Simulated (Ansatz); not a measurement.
# CH₂BClOS: a ladder of functionals and wavefunction methods

The task here is to estimate one member of a computed series from the others.

Method: functionals in def2-TZVPP, the program's frozen cores in correlated methods; program: Ansatz 0.2.0, Gaussian basis.

The runs, in order: LDA (SPW92), PBE-D4, revPBE-D4, BLYP-D4, r2SCAN-D4, B97M-V, PBE0-D4, B3LYP-D4, r2SCANh-D4, r2SCAN0-D4, HSE06-D4, BHLYP-D4, CAM-B3LYP-D4, LC-ωPBE, ωB97X-V, ωB97M-V, B2PLYP, PBE-QIDH; CCSD(T)/def2-SVP; CCSD(T)/def2-TZVPP; MP2/def2-QZVPP; extrapolation to the limit; RPA on PBE.

## The geometry

All runs share one geometry, relaxed beforehand with PBE0-D4 in a triple-zeta def2 set.

7 atoms, charge 0, spin multiplicity 1.

Atoms are counted from 1 here; the program's logs count them from 0.

Bond lengths: O1–B2 1.336 Å, O1–H6 0.973 Å, B2–Cl3 1.753 Å, B2–C4 1.581 Å, C4–S5 1.613 Å, C4–H7 1.091 Å. Angles: B2–O1–H6 109.2°, O1–B2–Cl3 119.9°, O1–B2–C4 120.6°, Cl3–B2–C4 119.6°, B2–C4–S5 120.3°, B2–C4–H7 120.1°, S5–C4–H7 119.6°.

The first run:

in.yaml reads:

```yaml
crystal:
  periodic: [false, false, false]
  atoms:
    - {symbol: O, position_ang: [-0.196461, 0.016017, 1.563432]}
    - {symbol: B, position_ang: [0.132939, -0.564544, 0.406506]}
    - {symbol: Cl, position_ang: [0.665170, -2.234737, 0.388189]}
    - {symbol: C, position_ang: [0.047513, 0.241535, -0.950679]}
    - {symbol: S, position_ang: [-0.439500, 1.779168, -0.956038]}
    - {symbol: H, position_ang: [-0.466794, 0.935094, 1.393984]}
    - {symbol: H, position_ang: [0.318433, -0.240632, -1.891193]}
basis:
  gaussian: {orbitals: def2-TZVPP}
hamiltonian: {xc: lda}
output: {orbitals: {seedname: orbitals}}
```

Command:

```console
> ansatz run in.yaml --threads 2 --pin off --events-out ev --progress --plain --max-ram 4352MiB
```

Steps of the session up to this table: LDA; PBE-D4 (GGA); revPBE-D4 (GGA); BLYP-D4 (GGA); r2SCAN-D4 (meta-GGA); B97M-V (meta-GGA); PBE0-D4 (hybrid); B3LYP-D4 (hybrid); r2SCANh-D4 (hybrid); r2SCAN0-D4 (hybrid); HSE06-D4 (hybrid); BHLYP-D4 (hybrid); CAM-B3LYP-D4 (range-separated); LC-ωPBE (range-separated); ωB97X-V (range-separated); ωB97M-V (range-separated); B2PLYP (double hybrid); PBE-QIDH (double hybrid).

One of the session's tables, all rows but one given; the rest of the session is left out.

| functional | HOMO (eV) | LUMO (eV) | gap (eV) |
| --- | --- | --- | --- |
| LDA (SPW92) | -6.12 | -4.64 | 1.48 |
| PBE-D4 | -5.97 | -4.42 | 1.56 |
| revPBE-D4 | -5.92 | -4.33 | 1.58 |
| BLYP-D4 | -5.82 | -4.24 | 1.58 |
| r2SCAN-D4 | -6.21 | -4.38 | 1.83 |
| B97M-V | -6.27 | -4.29 | 1.98 |
| PBE0-D4 | -7.24 | -3.56 | 3.68 |
| B3LYP-D4 | ? | ? | ? |
| r2SCANh-D4 | -6.68 | -4.05 | 2.63 |
| r2SCAN0-D4 | -7.39 | -3.54 | 3.85 |
| HSE06-D4 | -6.83 | -3.94 | 2.90 |
| BHLYP-D4 | -8.37 | -2.51 | 5.85 |
| CAM-B3LYP-D4 | -8.59 | -2.39 | 6.20 |
| LC-ωPBE | -9.98 | -1.31 | 8.67 |
| ωB97X-V | -9.61 | -1.34 | 8.26 |
| ωB97M-V | -9.42 | -1.37 | 8.06 |

Estimate the missing values for B3LYP-D4.

Worked estimate for «HOMO (eV)». Against the share of exact exchange, BLYP-D4 (0, -5.82), BHLYP-D4 (0.5, -8.37) give a slope of -5.10 per unit share; at 0.2 the line stands at -6.84.

As computed: HOMO (eV): -7.00; LUMO (eV): -3.72; gap (eV): 3.27. In «HOMO (eV)» the line misses by +0.16.
